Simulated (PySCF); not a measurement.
# AuCl₂⁺: structure of the singlet

Where does singlet AuCl₂⁺ go from a linear start, is the end point a minimum, and what are its modes, charges and moments?

Method: PBE0, basis Au def2-SVP with ECP60, Cl def2-SVP, scalar-relativistic core potentials, no spin–orbit coupling, density fitting; program: PySCF 2.14.0.

## 1. Where the work starts

3 atoms, charge 1, spin multiplicity 1.

Bond lengths: Au1–Cl2 2.185 Å, Au1–Cl3 2.185 Å. Angles: Cl2–Au1–Cl3 180.0°.

Coordinates in bohr (charge 1 multiplicity 1):
```
Au    0.0000    0.0000    0.0000
Cl    0.0000    0.0000    4.1298
Cl    0.0000    0.0000   -4.1298
```

## 2. Relaxing the singlet from the linear start

The steps below are one call of a driver around PySCF. For each, scf.py gives the equivalent set-up of the SCF; relaxations use the driver's own optimiser. Before each start the driver seeks the lowest SCF state from one or more starting densities and follows internal instabilities, so scf.py alone need not reach the same state.

The program finds D∞h symmetry in the start, which this walk keeps.

scf.py reads:

```python
from pyscf import gto, scf, dft
mol = gto.M(atom='''
Au     0.000000     0.000000     0.000000
Cl     0.000000     0.000000     2.185400
Cl     0.000000     0.000000    -2.185400''',
    basis={'Au': 'def2-SVP', 'Cl': 'def2-SVP'},
    ecp={'Au': 'def2-SVP'},
    charge=1, spin=0)
mf = dft.RKS(mol, xc='PBE0')
mf.grids.atom_grid = (50, 194)
aux = {'Au': 'def2-universal-JKFIT', 'Cl': 'def2-universal-JKFIT'}
mf = mf.density_fit(auxbasis=aux)
mf.kernel()
```

Energy and gradient, step by step:

| step | energy (Eh) | change (kJ/mol) | largest symmetric gradient (Eh/bohr) |
| --- | --- | --- | --- |
| 0 | -1055.131677 | 0.00 | 0.00251 |
| 1 | -1055.131712 | -0.09 | 0.00038 |
| 2 | -1055.131713 | -0.09 | 0.00001 |

The walk took 1.9 s on 4 threads, shared host.

After 2 steps and 0.1 kJ/mol it ends at D∞h: Au–Cl 2.193 Å (×2); Cl–Au–Cl 180.0°.

## 3. Frequencies

On the finer grid the gradient is checked again; gradients at displacements of ±0.01 bohr then give force constants and infrared intensities.

Edit scf.py of step 2 so:

```diff
@@ -3,3 +3,3 @@
-Au     0.000000     0.000000     0.000000
-Cl     0.000000     0.000000     2.185400
-Cl     0.000000     0.000000    -2.185400''',
+Au     0.000000    -0.000000    -0.000000
+Cl     0.000000     0.000000     2.192704
+Cl     0.000000    -0.000000    -2.192704''',
@@ -10 +10 @@
-mf.grids.atom_grid = (50, 194)
+mf.grids.atom_grid = (75, 302)
```

This SCF starts from the last density.

Log of the central SCF (cycles and frontier levels):

```text
init E= -1055.1317247063
  HOMO = -0.558577187161307  LUMO = -0.509745898566797  gap/eV = 1.32877
cycle= 1 E= -1055.1317247063  delta_E=    0  |g|= 1.74e-06  |ddm|= 2.65e-06
  HOMO = -0.558577121508461  LUMO = -0.509745802249233  gap/eV = 1.32877
Extra cycle  E= -1055.1317247063  delta_E= 5.46e-12  |g|= 4.74e-06  |ddm|= 7.01e-06
converged SCF energy = -1055.1317247063
```

The whole step took 5.5 s.

Geometry: D∞h; Au–Cl 2.193 Å (×2); Cl–Au–Cl 180.0°.

Harmonic modes (main isotopes):

```json
{"ω (cm⁻¹)": "55i", "IR (km/mol)": "0.1", "μ (u)": "44.58", "type": "bend"}
{"ω (cm⁻¹)": "119", "IR (km/mol)": "0.9", "μ (u)": "44.58", "type": "bend"}
{"ω (cm⁻¹)": "370", "IR (km/mol)": "0.0", "μ (u)": "34.97", "type": "stretch"}
{"ω (cm⁻¹)": "421", "IR (km/mol)": "1.9", "μ (u)": "44.58", "type": "stretch"}
```

With 1 mode imaginary (up to 55i cm⁻¹) this point is a saddle.

The SCF density has lower symmetry than the nuclear frame, so the modes carry no labels; pairs that should be degenerate can split.

Constants and moments:

| Quantity | Value |
| --- | --- |
| Dipole moment about the centre of mass | 0.00 D |
| Highest occupied level | -15.20 eV |
| Lowest empty level | -13.87 eV |
| Rotational constants | 0.05013 cm⁻¹ |
| Zero-point energy (real modes) | 5.4 kJ/mol |
| Principal polarisabilities | 25.8, 26.6, 118.9 bohr³ |
| Principal traceless quadrupole moments about the centre of mass | -9.34, -4.87, 14.21 D Å |

Populations by atom (charges in e):

```csv
atom,Mulliken,Löwdin,polar tensor,Mayer order to Au1
Au1,0.55,0.06,0.75,–
"Cl2,3",0.22,0.47,0.12,1.15
```

Outer orbital energies (eV). occupied: -19.13, -17.59, -17.55, -17.34, -16.49, -16.36, -15.93, -15.20; empty: -13.87, -7.05, -4.79, -4.56.

Mulliken populations on Au1 (outside its core potential): s 2.92, p 6.21, d 9.30, f 0.02.

## 4. Leaving the saddle point

The start is the last point, displaced along its most imaginary mode.

The program finds C2v symmetry in the start, which this walk keeps. The walk stops when the largest gradient is under 0.0003 Eh/bohr and the energy has settled too.

Edit scf.py of step 3 so:

```diff
@@ -3,3 +3,3 @@
-Au     0.000000    -0.000000    -0.000000
-Cl     0.000000     0.000000     2.192704
-Cl     0.000000    -0.000000    -2.192704''',
+Au    -0.088769    -0.000000     0.000000
+Cl     0.250000     0.000000     2.192704
+Cl     0.250000    -0.000000    -2.192704''',
@@ -10 +10 @@
-mf.grids.atom_grid = (75, 302)
+mf.grids.atom_grid = (50, 194)
```

Energy and gradient, step by step:

```csv
step,energy (Eh),change (kJ/mol),largest symmetric gradient (Eh/bohr)
0,-1055.132257,0.00,0.00852
1,-1055.132869,-1.61,0.00240
2,-1055.133345,-2.86,0.00465
3,-1055.137199,-12.97,0.00721
4,-1055.139034,-17.79,0.01650
5,-1055.139727,-19.61,0.00795
6,-1055.140263,-21.02,0.00692
7,-1055.142855,-27.83,0.00734
8,-1055.143034,-28.29,0.00739
9,-1055.143357,-29.14,0.00067
10,-1055.143429,-29.33,0.00038
11,-1055.143438,-29.36,0.00002
```

The walk took 9.3 s.

After 11 steps and 29.4 kJ/mol it ends at C2v: Au–Cl 2.221 Å (×2); Cl–Au–Cl 93.1°.

## 5. Hessian and properties

The same treatment as at the point before.

Edit scf.py of step 4 so:

```diff
@@ -3,3 +3,3 @@
-Au    -0.088769    -0.000000     0.000000
-Cl     0.250000     0.000000     2.192704
-Cl     0.250000    -0.000000    -2.192704''',
+Au    -0.383226    -0.000000     0.000000
+Cl     1.118771     0.000000     1.628631
+Cl     1.118771    -0.000000    -1.628631''',
@@ -10 +10 @@
-mf.grids.atom_grid = (50, 194)
+mf.grids.atom_grid = (75, 302)
```

SCF at the final geometry:

```text
init E= -1055.14332726747
  HOMO = -0.557127181084266  LUMO = -0.460633605171056  gap/eV = 2.62572
cycle= 1 E= -1055.14332726552  delta_E= 1.95e-09  |g|= 8.82e-05  |ddm|= 0.000173
  HOMO = -0.557129883885972  LUMO = -0.460630855012657  gap/eV = 2.62587
cycle= 2 E= -1055.14332725603  delta_E= 9.49e-09  |g|= 0.000195  |ddm|= 0.000377
  HOMO = -0.557127947056433  LUMO = -0.4606329902278  gap/eV = 2.62576
cycle= 3 E= -1055.14332726798  delta_E= -1.19e-08  |g|= 7.01e-06  |ddm|= 0.000259
  HOMO = -0.557128049126764  LUMO = -0.460632858465473  gap/eV = 2.62577
cycle= 4 E= -1055.14332726799  delta_E= -1.66e-11  |g|= 4.13e-07  |ddm|= 8.15e-06
  HOMO = -0.5571280522746  LUMO = -0.460632830056826  gap/eV = 2.62577
Extra cycle  E= -1055.14332726799  delta_E= 2.27e-12  |g|= 5.69e-07  |ddm|= 1.65e-06
converged SCF energy = -1055.14332726799
```

The whole step took 11 s.

Geometry: C2v; Au–Cl 2.215 Å (×2); Cl–Au–Cl 94.6°.

Harmonic modes (main isotopes):

| symmetry | ω (cm⁻¹) | IR (km/mol) | type |
| --- | --- | --- | --- |
| a1 | 74 | 0.4 | bend |
| b2 | 381 | 0.2 | stretch |
| a1 | 385 | 0.0 | stretch |

Every mode is real; the point is a minimum.

Properties at this point:

```yaml
Dipole_moment_about_the_centre_of_mass: 1.02 D
Highest_occupied_level: -15.16 eV
Lowest_empty_level: -12.53 eV
Rotational_constants: 0.1448, 0.09087, 0.05583 cm⁻¹
Zero-point_energy: 5.0 kJ/mol
Principal_polarisabilities: 25.2, 43.8, 69.2 bohr³
Principal_traceless_quadrupole_moments_about_the_centre_of_mass: -7.66, 2.43, 5.22 D Å
Entropy_at_298.15_K_and_1_bar: 312.0 J/(mol K)
Heat_capacity_Cp_at_298.15_K: 54.1 J/(mol K)
Enthalpy_at_298.15_K_above_0_K: 13.69 kJ/mol
Rotational_symmetry_number: 2
```

Populations by atom (charges in e):

```json
{"atom": "Au1", "Mulliken": "0.78", "Löwdin": "0.23", "polar tensor": "0.80", "Mayer order to Au1": "–"}
{"atom": "Cl2,3", "Mulliken": "0.11", "Löwdin": "0.38", "polar tensor": "0.10", "Mayer order to Au1": "1.10"}
```

Outer orbital energies (eV). occupied: -19.36, -18.87, -18.81, -16.90, -15.66, -15.55, -15.44, -15.16; empty: -12.53, -9.50, -4.83, -3.53.

Mulliken populations on Au1 (outside its core potential): s 2.63, p 6.22, d 9.36, f 0.01.

## 6. Stability of the closed shell

At the lowest minimum the closed shell is tested against spin polarisation, on the (50, 194) grid. It is unstable: an open-shell solution lies lower. That solution was not followed to a minimum here.

## 7. All stationary points

| spin | group | bonds | imaginary modes (cm⁻¹) | ΔE (kJ/mol) | with zero-point energy |
| --- | --- | --- | --- | --- | --- |
| singlet | C2v | Au–Cl 2.215 Å (×2) | none | 0.0 | 0.0 |
| singlet | D∞h (density of lower symmetry) | Au–Cl 2.193 Å (×2) | 55i | 30.5 | – |

## 8. Results

```
                            quantity                                                            value
                             minimum  singlet, C2v (closed shell, unstable towards spin polarisation)
                            geometry                               Au–Cl 2.215 Å (×2); Cl–Au–Cl 94.6°
                  wavenumbers (cm⁻¹)                                      74 (a1), 381 (b2), 385 (a1)
      dipole moment (centre of mass)                                                           1.02 D
highest occupied, lowest empty level                                                -15.16, -12.53 eV
          polar-tensor charge of Au1                                                          +0.80 e
                   zero-point energy                                                       5.0 kJ/mol
```

The linear start (D∞h) ends in a minimum of C2v symmetry, after a first stop at a saddle point 30.5 kJ/mol higher, from which it was pushed off along an imaginary mode. Only this shape and spin were tried, so other structures or states may lie lower. Take wavenumbers under 90 cm⁻¹ as rough. A stability analysis at the minimum finds the closed shell unstable towards spin polarisation: an open-shell solution lies lower, and these values are not those of the lowest state. A two-component treatment could change these values noticeably.

The search up to here took 30 s on 4 threads, shared host.
